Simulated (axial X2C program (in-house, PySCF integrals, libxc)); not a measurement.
# Linear OInO⁺ at several levels

The task here is to estimate one member of a computed series from the others.

Computed with an in-house X2C program for linear molecules on PySCF integrals. Level: all-electron X2C, two-component (2c) or spin-free, O dyall-av3z, In dyall-v3z.

All values are calculated.

2 further runs of the same task are left out: 2 set aside as unsound or not needed.

The first run:

File task.json:

```json
{"zs": [8, 49, 8], "q": 1, "bas": ["dyall-av3z", "dyall-v3z", "dyall-av3z"], "r0": [1.93, 1.93], "symm": 1, "scan": ["PBE0", "HF", "PBE"], "levels": ["PBE0", "HF", "r2SCAN"], "nst": 2}
```

Keys: zs atomic numbers; q charge; bas basis sets; r0 starting distance in Å; symm equal bonds; scan levels of the two-bond scan; levels methods; nst determinants followed.

The run is started by

```sh
$ python solin.py task.json out
```

Masses O 15.995, In 114.904, O 15.995 u.

Steps of the session up to this table: Scan at PBE0, 2c; Scan at PBE, 2c; Scan at PBE0, spin-free.

One table of the session follows, with a row left open; its other results are not shown here.

```
          level  r(O–In) (Å)  r(In–O) (Å)  lower stretch (cm⁻¹)  upper stretch (cm⁻¹)
       PBE0, 2c        1.943        1.943                 601.7                 708.0
        PBE, 2c            ?            ?                     ?                     ?
PBE0, spin-free        1.944        1.944                 601.0                 707.5
 PBE, spin-free        1.970        1.970                 558.8                 665.4
```

Estimate the missing values for PBE, 2c.

**Answer.** r(O–In) (Å): 1.969; r(In–O) (Å): 1.969; lower stretch (cm⁻¹): 559.9; upper stretch (cm⁻¹): 666.2. In the column «r(O–In) (Å)» it lies between PBE0, spin-free (1.944) and PBE, spin-free (1.970).

Scans not shown above were run alike.

Caveats from the session: The molecule was held linear; bending was not examined, so a bent shape may lie lower. Note: functional without a current term on a determinant with orbital currents, of the molecule or an atom.
